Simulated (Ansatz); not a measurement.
**SiClF₂ radical (SMILES F[Si](F)Cl): a rigid scan of the angle F3–Si2–F1**

One table from this session's results is given with a row withheld; the runs are named, their logs left out.

The runs use Ansatz 0.2.0, Gaussian basis; single points in def2-TZVPP.

Levels: PBE-D4, r2SCAN-D4, PBE0-D4, B3LYP-D4, wB97M-V, Hartree-Fock, MP2, CCSD, CCSD(T). The scan takes 83.0, 89.0, 95.0, 101.0, 107.0, 113.0, 119.0, 125.0, 131.0°.

Correlated methods freeze the cores. Orbitals are unrestricted. B3LYP uses VWN-RPA correlation.

27 further runs of the same task are left out: 27 set aside as unsound or not needed.

## The system as given

SMILES `F[Si](F)Cl`, 4 atoms, charge 0, spin multiplicity 2.

Atoms are counted from 1 here; the program's logs count them from 0.

Bond lengths: F1–Si2 1.605 Å, Si2–F3 1.605 Å, Si2–Cl4 1.995 Å. Angles: F1–Si2–F3 98.8°, F1–Si2–Cl4 110.4°, F3–Si2–Cl4 110.3°.

As a file:

```xyz
4
charge 0, multiplicity 2
F     1.26328    0.09025    0.82581
Si    0.21784   -0.29585   -0.32949
F    -0.82302   -1.13939    0.55420
Cl   -0.65811    1.34499   -1.05051
```

The first run:

The input, relax/in.yaml:

```yaml
crystal:
  periodic: [false, false, false]
  atoms:
    - {symbol: F, position_ang: [1.263280, 0.090250, 0.825810]}
    - {symbol: Si, position_ang: [0.217840, -0.295850, -0.329490]}
    - {symbol: F, position_ang: [-0.823020, -1.139390, 0.554200]}
    - {symbol: Cl, position_ang: [-0.658110, 1.344990, -1.050510]}
basis:
  gaussian: {orbitals: def2-TZVP}
magnetization: {spin_polarized: true, initial_magnetization: 1}
hamiltonian: {xc: pbe0, dispersion: d4}
relax: {f_tol: 0.005, max_steps: 200}
```

No record of the launch command was kept for these runs.

Steps of the session up to this table: Finding the minimum; The minimum at every level; F3–Si2–F1 = 83.0°; F3–Si2–F1 = 89.0°; F3–Si2–F1 = 95.0°; F3–Si2–F1 = 101.0°; F3–Si2–F1 = 107.0°; F3–Si2–F1 = 113.0°; F3–Si2–F1 = 119.0°; F3–Si2–F1 = 125.0°; F3–Si2–F1 = 131.0°.

One of the session's tables, all rows but one given; the rest of the session is left out.

It belongs to the step «The curves». Energies less that of the minimum at the same level (eV):

| angle (°) | PBE-D4 | PBE0-D4 | B3LYP-D4 | wB97M-V | Hartree-Fock |
| --- | --- | --- | --- | --- | --- |
| 83.0 | 0.730 | 0.734 | 0.738 | 0.725 | 0.790 |
| 89.0 | 0.369 | 0.369 | 0.371 | 0.362 | 0.394 |
| 95.0 | ? | ? | ? | ? | ? |
| 101.0 | 0.036 | 0.034 | 0.034 | 0.033 | 0.033 |
| 107.0 (minimum) | 0.000 | 0.000 | 0.000 | 0.000 | 0.000 |
| 107.0 | 0.000 | 0.000 | 0.000 | 0.000 | 0.000 |
| 113.0 | 0.027 | 0.031 | 0.031 | 0.031 | 0.041 |
| 119.0 | 0.106 | 0.116 | 0.118 | 0.116 | 0.145 |
| 125.0 | 0.232 | 0.250 | 0.253 | 0.248 | 0.305 |
| 131.0 | 0.397 | 0.427 | 0.430 | 0.420 | 0.517 |

Estimate the missing values for angle (°) = 95.0.

Worked estimate for «PBE-D4». A straight line through the neighbours (89.0, 0.369) and (101.0, 0.036) gives 0.369 + (0.036 − 0.369) × (95.0 − 89.0) / (101.0 − 89.0) = 0.202; a parabola fitted to 4 rows on both sides gives 0.148.

The run gave: PBE-D4: 0.151; PBE0-D4: 0.149; B3LYP-D4: 0.150; wB97M-V: 0.145; Hartree-Fock: 0.155. In «PBE-D4» the line misses by +0.051 and the parabola by -0.003.

Limits of these values: A polynomial through the near points puts the CCSD(T) minimum 0.1° below the PBE0-D4 value.
